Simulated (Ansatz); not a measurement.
# One shape, several levels: CH7BGe (SMILES C[BH][GeH3])

We compute a comparison of 6 runs (BHLYP/def2-SVP, PBE0/def2-SVP, r2SCAN/def2-SVP, wB97X/def2-SVP, RPA@PBE0/def2-SVP, CCSD/def2-SVP) of CH7BGe. 

The results are computed with Ansatz 0.2.0.

69 further runs of the same task are left out: 69 set aside as unsound or not needed.

**1. The structure to begin with**

CH7BGe has 10 atoms, charge 0, and is taken as a singlet. SMILES: `C[BH][GeH3]`. The C1–H4 distance was set to 1.639 Å, away from the relaxed value. At this shape a bond of the SMILES string is far longer than usual.

Bond lengths: C1–B2 1.548 Å, B2–Ge3 2.066 Å, C1–H5 1.106 Å, C1–H6 1.091 Å, B2–H7 1.200 Å, Ge3–H8 1.544 Å, Ge3–H9 1.542 Å, Ge3–H10 1.542 Å. Some angles: C1–B2–Ge3 123.5°, C1–B2–H7 119.3°, Ge3–B2–H7 117.1°, B2–C1–H5 102.9°, B2–C1–H6 116.2°, B2–Ge3–H8 109.4°, B2–Ge3–H9 113.8°, B2–Ge3–H10 112.1°, H5–C1–H6 106.0°, H8–Ge3–H9 107.1°. A long bond or contact: C1–H4 1.639 Å.

**2. The energy at BHLYP/def2-SVP (run 1)**

Input file input.yaml:

```yaml
crystal:
  periodic: [false, false, false]
  atoms:
    - {symbol: C, position_ang: [-0.830671, 0.897747, -0.191072]}
    - {symbol: B, position_ang: [0.366729, -0.073253, -0.331072]}
    - {symbol: Ge, position_ang: [1.491929, -0.734853, 1.270228]}
    - {symbol: H, position_ang: [-1.972600, 0.748500, -1.357000]}
    - {symbol: H, position_ang: [-0.366671, 1.887047, -0.360972]}
    - {symbol: H, position_ang: [-1.296471, 0.948447, 0.794428]}
    - {symbol: H, position_ang: [0.706629, -0.431953, -1.424372]}
    - {symbol: H, position_ang: [1.299029, -2.257653, 1.436928]}
    - {symbol: H, position_ang: [1.109829, -0.079153, 2.612628]}
    - {symbol: H, position_ang: [3.001129, -0.508553, 1.050728]}
basis:
  gaussian:
    orbitals: def2-SVP
magnetization:
  spin_polarized: false
hamiltonian:
  xc: {name: BHLYP}
accuracy: high
output: {orbitals: {seedname: orbitals}}
```

On the command line:

```console
$ ansatz run input.yaml --threads 1 --pin off --max-ram 3480MiB --events-out events.jsonl --progress --plain --runs-dir runs
```

Output:

```text
Warning: RAYON_NUM_THREADS=1 ignored (pool sized by the plan → 1); use --threads N
Functional definition: BHLYP
  name "BHLYP"
  parameter a = 0.5
  exchange = (1 - a)*b88_x + a*exact_x
  correlation = lyp_c
2176 factors; integrals over basis functions are off by at most 9.1e-9 eV
mean field evaluation 1: about -58329.5557 eV, gradient 3.2e1 eV
mean field evaluation 2: about -58329.7293 eV, gradient 3.1e1 eV
mean field evaluation 4: about -58332.4467 eV, gradient 1.5e0 eV
mean field evaluation 8: about -58332.7030 eV, gradient 3.2e-2 eV
mean field evaluation 16: about -58332.7030 eV, gradient 4.5e-5 eV
mean field -58332.70301305 eV, -2143.6872964033 hartree, gradient 4.7e-8 eV, S^2 0.000000; 0 other end points of the search recorded, 0 dependent functions left out
reference -58332.70304339 eV, -2143.6872975182 hartree; 25, 25 occupied and 70, 70 virtual orbitals, 2176 factors
Total energy: -58332.70304339 eV, -2143.6872975182 hartree
```

Wall time 9.9 s (1 thread of Arm Neoverse V2, shared host); peak memory 0.34 GiB.

**3. The energy at PBE0/def2-SVP (run 2)**

Input file run.yaml:

```yaml
crystal:
  periodic: [false, false, false]
  atoms:
    - {symbol: C, position_ang: [-0.830671, 0.897747, -0.191072]}
    - {symbol: B, position_ang: [0.366729, -0.073253, -0.331072]}
    - {symbol: Ge, position_ang: [1.491929, -0.734853, 1.270228]}
    - {symbol: H, position_ang: [-1.972600, 0.748500, -1.357000]}
    - {symbol: H, position_ang: [-0.366671, 1.887047, -0.360972]}
    - {symbol: H, position_ang: [-1.296471, 0.948447, 0.794428]}
    - {symbol: H, position_ang: [0.706629, -0.431953, -1.424372]}
    - {symbol: H, position_ang: [1.299029, -2.257653, 1.436928]}
    - {symbol: H, position_ang: [1.109829, -0.079153, 2.612628]}
    - {symbol: H, position_ang: [3.001129, -0.508553, 1.050728]}
basis:
  gaussian:
    orbitals: def2-SVP
output: {orbitals: {seedname: orbitals}}
accuracy: high
hamiltonian:
  xc: {name: PBE0}
```

On the command line:

```console
$ ansatz run run.yaml --threads 1 --pin off --max-ram 3480MiB --events-out events.jsonl --progress --plain --runs-dir runs
```

Output:

```text
Warning: RAYON_NUM_THREADS=1 ignored (pool sized by the plan → 1); use --threads N
Functional definition: PBE0
  name "PBE0"
  parameter a = 0.25
  parameter kappa = 0.804
  parameter beta = 0.06672455060314922
  exchange = (1 - a)*pbe_x(kappa = kappa, mu = beta*pi^2/3) + a*exact_x
  correlation = pbe_c(beta = beta)
2176 factors; integrals over basis functions are off by at most 9.1e-9 eV
mean field evaluation 1: about -58320.4217 eV, gradient 4.0e1 eV
mean field evaluation 2: about -58317.1273 eV, gradient 5.0e1 eV
mean field evaluation 4: about -58324.7870 eV, gradient 1.2e0 eV
mean field evaluation 8: about -58324.9084 eV, gradient 1.1e-1 eV
mean field evaluation 16: about -58324.9084 eV, gradient 1.2e-5 eV
mean field -58324.90840915 eV, -2143.4008499935 hartree, gradient 2.0e-8 eV, S^2 0.000000; 0 other end points of the search recorded, 0 dependent functions left out
reference -58324.90841195 eV, -2143.4008500963 hartree; 25, 25 occupied and 70, 70 virtual orbitals, 2176 factors
Total energy: -58324.90841195 eV, -2143.4008500963 hartree
```

Run time: 8.7 s. Hardware: 1 thread of Arm Neoverse V2, shared host; peak memory 0.34 GiB.

Runs 3 to 5 aren't shown in full; the table further down has their settings and results.

**4. A single-point energy at CCSD/def2-SVP (run 6)**

Input file job.yaml:

```yaml
crystal:
  periodic: [false, false, false]
  atoms:
    - {symbol: C, position_ang: [-0.830671, 0.897747, -0.191072]}
    - {symbol: B, position_ang: [0.366729, -0.073253, -0.331072]}
    - {symbol: Ge, position_ang: [1.491929, -0.734853, 1.270228]}
    - {symbol: H, position_ang: [-1.972600, 0.748500, -1.357000]}
    - {symbol: H, position_ang: [-0.366671, 1.887047, -0.360972]}
    - {symbol: H, position_ang: [-1.296471, 0.948447, 0.794428]}
    - {symbol: H, position_ang: [0.706629, -0.431953, -1.424372]}
    - {symbol: H, position_ang: [1.299029, -2.257653, 1.436928]}
    - {symbol: H, position_ang: [1.109829, -0.079153, 2.612628]}
    - {symbol: H, position_ang: [3.001129, -0.508553, 1.050728]}
basis:
  gaussian:
    orbitals: def2-SVP
correlation:
  method: ccsd
  frozen_orbitals: {B: 1, C: 1, Ge: 9, H: 0}
accuracy: high
scf:
  omitted_lower_state_checks: [cluster_reference, increment]
```

On the command line:

```console
$ ansatz run job.yaml --threads 1 --pin off --max-ram 3480MiB --events-out events.jsonl --progress --plain --runs-dir runs
```

Output (excerpt; [...] marks lines left out):

```text
Warning: RAYON_NUM_THREADS=1 ignored (pool sized by the plan → 1); use --threads N
Functional definition: HF
  name "HF"
[...]
2176 factors; integrals over basis functions are off by at most 9.1e-9 eV
[...]
mean field -58275.20686602 eV, -2141.5743519724 hartree, gradient 2.5e-8 eV, S^2 0.000000; 0 other end points of the search recorded, 0 dependent functions left out
11 core orbitals not correlated: weight in the atoms' cores, before any rotation towards them, 1.000 or more for the frozen orbitals, at most 0.000 for the correlated occupied ones
reference -58275.20686602 eV, -2141.5743519724 hartree; 14, 14 occupied and 70, 70 virtual orbitals, 2176 factors
second order -12.85740891 eV of doubles, -0.00000000 eV of singles
cycle   1  -13.50078267 eV  change   -6.4e-1 eV  update   9.8e-2
[...]
cycle  23  -14.12341346 eV  change   -1.9e-9 eV  update   2.2e-9
Total energy: -58289.33027948 eV, -2142.0933778439 hartree
Checks for a lower state left out: cluster_reference, increment
```

It took 23 s on 1 thread of Arm Neoverse V2, shared host; peak memory 0.6 GiB.

**5. Overview of the runs**

```
run              level  frozen core orbitals   energy (Eh)  HOMO energy (eV)  LUMO energy (eV)  HOMO–LUMO gap (eV)  wall time
  1     BHLYP/def2-SVP                     –  -2143.687298             -8.78             -0.89                7.88      9.9 s
  2      PBE0/def2-SVP                     –  -2143.400850             -7.72             -1.95                5.77      8.7 s
  3    r2SCAN/def2-SVP                     –  -2143.701862             -6.84             -2.62                4.23       13 s
  4     wB97X/def2-SVP                     –  -2143.780215            -10.00              0.30               10.31       29 s
  5  RPA@PBE0/def2-SVP                    11  -2142.282832                 –                 –                   –       17 s
  6      CCSD/def2-SVP                    11  -2142.093378                 –                 –                   –       23 s
```

**6. Results**

| quantity | value |
| --- | --- |
| run 6: total energy | -2142.09338 Eh |
| run 6: correlation energy (11 core orbitals frozen) | -519.0 mEh |
| run 6: T1 diagnostic | 0.012 |

In words: Over runs 1, 2, 3, 4 the HOMO–LUMO gap runs from 4.23 eV (r2SCAN/def2-SVP) to 10.31 eV (wB97X/def2-SVP). Totals of different functionals can't be ranked against each other. All runs together took 1.7 min, the longest 29 s.
